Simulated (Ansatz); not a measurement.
**HgTe: strong compression**

One table from this session's results is given with a row withheld; the runs are named, their logs left out.

Method: DFT, PBE, PAW with Ansatz's default frozen-core files, scalar-relativistic, in Ansatz 0.2.0.

## The system as given

It takes space group F-43m (No. 216, cubic). The conventional cell has a = 6.214 Å, b = 6.214 Å, c = 6.214 Å, α = 90.00°, β = 90.00°, γ = 90.00°. Hg (site symmetry -43m) has 4 Te at 2.69 Å as nearest neighbours. Te (site symmetry -43m) is surrounded by 4 Hg at 2.69 Å.

Structure file:

```
CELL_PARAMETERS angstrom
0.00000 3.10723 3.10723
3.10723 0.00000 3.10723
3.10723 3.10723 0.00000
ATOMIC_POSITIONS crystal
Hg 0.00000 0.00000 0.00000
Te 0.25000 0.25000 0.25000
```

Whether this phase is the stable one at these pressures isn't tested.

Atoms are numbered in the order of the input: Hg1, Te2.

The first run:

Contents of input.yaml:

```yaml
crystal:
  lattice:
    - [0.0, 3.107232506, 3.107232506]
    - [3.107232506, 0.0, 3.107232506]
    - [3.107232506, 3.107232506, 0.0]
  atoms:
    - { symbol: Hg, position: [0.0, 0.0, 0.0] }
    - { symbol: Te, position: [0.25, 0.25, 0.25] }
kpoints:
  mp_grid: { grid: [11, 11, 11] }
scf:
  occupations: { method: fermi_dirac, width: 0.05 }
hamiltonian:
  xc: pbe
  pseudopotentials: { kind: paw }
output:
  forces: true
  stress: true
relax:
  f_tol: 0.005
  max_steps: 40
  cell: {}
```

Run with:

```console
$ ansatz run input.yaml --threads 1 --pin off --max-ram 2048MiB --backend cpu --events-out ev --progress --plain --runs-dir out
```

Steps of the session up to this table: Cell relaxed at zero pressure, PAW; Volume scaled by 1, PAW; Volume scaled by 0.94, PAW; Volume scaled by 0.94, PAW (cutoff 300 eV); Volume scaled by 0.88, PAW; Volume scaled by 0.8, PAW; Volume scaled by 0.72, PAW; Volume scaled by 0.64, PAW; Volume scaled by 0.55, PAW; Volume scaled by 0.55, PAW (cutoff 800 eV).

One of the session's tables, all rows but one given; the rest of the session is left out.

```
             method  volume over the first  volume (Å³/atom)  pressure (GPa)
                PAW                      1            36.789           -0.02
                PAW                   0.94            34.581            2.46
                PAW                   0.88            32.374            6.06
                PAW                    0.8                 ?               ?
                PAW                   0.72            26.488           26.12
                PAW                   0.64            23.545           47.97
                PAW                   0.55            20.234           94.47
PAW (cutoff 300 eV)                   0.94            34.581            2.54
PAW (cutoff 800 eV)                   0.55            20.234           94.43
```

Q: Estimate the row for PAW, 0.8 from the others.

The run gave: volume (Å³/atom): 29.431; pressure (GPa): 13.53. In the column «volume (Å³/atom)» it lies between PAW, 0.72 (26.488) and PAW, 0.88 (32.374).

Caveats from the session: Warnings in the runs' records: cutoff below recommended.
